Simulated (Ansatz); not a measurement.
# CH6F2Si2: one species, many methods

One table from this session's results is given with a row withheld; the runs are named, their logs left out.

Method: functionals in def2-TZVPP, the program's frozen cores in correlated methods; program: Ansatz 0.2.0, Gaussian basis.

The runs, in order: LDA (SPW92), PBE-D4, revPBE-D4, BLYP-D4, r2SCAN-D4, B97M-V, PBE0-D4, B3LYP-D4, r2SCANh-D4, r2SCAN0-D4, HSE06-D4, BHLYP-D4, CAM-B3LYP-D4, LC-ωPBE, ωB97X-V, ωB97M-V, B2PLYP, PBE-QIDH; CCSD(T)/def2-SVP; CCSD(T)/def2-TZVPP; MP2/def2-QZVPP; extrapolation to the limit; RPA on PBE.

## The relaxed structure

An earlier PBE0-D4 in a triple-zeta def2 set relaxation fixed the geometry.

SMILES `F[SiH2]C[SiH2]F`, 11 atoms, charge 0, spin multiplicity 1.

Atoms are counted from 1 here; the program's logs count them from 0.

Bond lengths: F1–Si2 1.602 Å, Si2–C3 1.856 Å, Si2–H6 1.483 Å, Si2–H7 1.483 Å, C3–Si4 1.856 Å, C3–H8 1.097 Å, C3–H9 1.097 Å, Si4–F5 1.602 Å, Si4–H10 1.483 Å, Si4–H11 1.483 Å. Angles: F1–Si2–C3 109.0°, F1–Si2–H6 107.5°, F1–Si2–H7 107.5°, C3–Si2–H6 111.2°, C3–Si2–H7 111.2°, H6–Si2–H7 110.3°, Si2–C3–Si4 116.8°, Si2–C3–H8 108.1°, Si2–C3–H9 108.1°, Si4–C3–H8 108.1°, Si4–C3–H9 108.1°, H8–C3–H9 107.4°, C3–Si4–F5 109.0°, C3–Si4–H10 111.2°, C3–Si4–H11 111.2°, F5–Si4–H10 107.5°, F5–Si4–H11 107.5°, H10–Si4–H11 110.3°.

The first run:

in.yaml

```yaml
crystal:
  periodic: [false, false, false]
  atoms:
    - {symbol: F, position_ang: [-2.727158, -0.975035, 0.318751]}
    - {symbol: Si, position_ang: [-1.395532, -0.604808, -0.490710]}
    - {symbol: C, position_ang: [-0.130936, 0.055680, 0.696181]}
    - {symbol: Si, position_ang: [1.508677, 0.549411, -0.019395]}
    - {symbol: F, position_ang: [2.449199, 1.092342, 1.157961]}
    - {symbol: H, position_ang: [-1.760355, 0.412072, -1.506802]}
    - {symbol: H, position_ang: [-0.916930, -1.843720, -1.150783]}
    - {symbol: H, position_ang: [0.048212, -0.707901, 1.462470]}
    - {symbol: H, position_ang: [-0.560206, 0.930427, 1.199064]}
    - {symbol: H, position_ang: [1.355212, 1.644734, -1.007513]}
    - {symbol: H, position_ang: [2.195117, -0.610304, -0.638624]}
basis:
  gaussian: {orbitals: def2-TZVPP}
hamiltonian: {xc: lda}
output: {orbitals: {seedname: orbitals}}
```

Run with:

```bash
$ ansatz run in.yaml --threads 4 --pin off --events-out ev --progress --plain --max-ram 10444MiB
```

Steps of the session up to this table: LDA; PBE-D4 (GGA); revPBE-D4 (GGA); BLYP-D4 (GGA); r2SCAN-D4 (meta-GGA); B97M-V (meta-GGA); B3LYP-D4 (hybrid); r2SCANh-D4 (hybrid); r2SCAN0-D4 (hybrid); HSE06-D4 (hybrid); BHLYP-D4 (hybrid); CAM-B3LYP-D4 (range-separated); LC-ωPBE (range-separated); ωB97X-V (range-separated); ωB97M-V (range-separated); B2PLYP (double hybrid); PBE-QIDH (double hybrid).

One table of the session follows, with a row left open; its other results are not shown here.

It belongs to the step «Orbital energies across the functionals». 

| functional | HOMO (eV) | gap (eV) |
| --- | --- | --- |
| LDA (SPW92) | ? | ? |
| PBE-D4 | -7.92 | 6.55 |
| revPBE-D4 | -7.86 | 6.65 |
| BLYP-D4 | -7.79 | 6.59 |
| r2SCAN-D4 | -8.26 | 7.28 |
| B97M-V | -8.40 | 7.23 |
| PBE0-D4 | -9.34 | 8.84 |
| B3LYP-D4 | -9.10 | 8.39 |
| r2SCANh-D4 | -8.78 | 8.08 |
| r2SCAN0-D4 | -9.56 | 9.28 |
| HSE06-D4 | -8.93 | 8.06 |
| BHLYP-D4 | -10.64 | 11.04 |
| CAM-B3LYP-D4 | -10.72 | 11.23 |
| LC-ωPBE | -12.08 | 13.78 |
| ωB97X-V | -11.72 | 13.28 |
| ωB97M-V | -11.57 | 12.82 |

Estimate the missing values for LDA (SPW92).

As computed: HOMO (eV): -8.06; gap (eV): 6.38. In the column «HOMO (eV)» it lies between r2SCAN-D4 (-8.26) and PBE-D4 (-7.92).
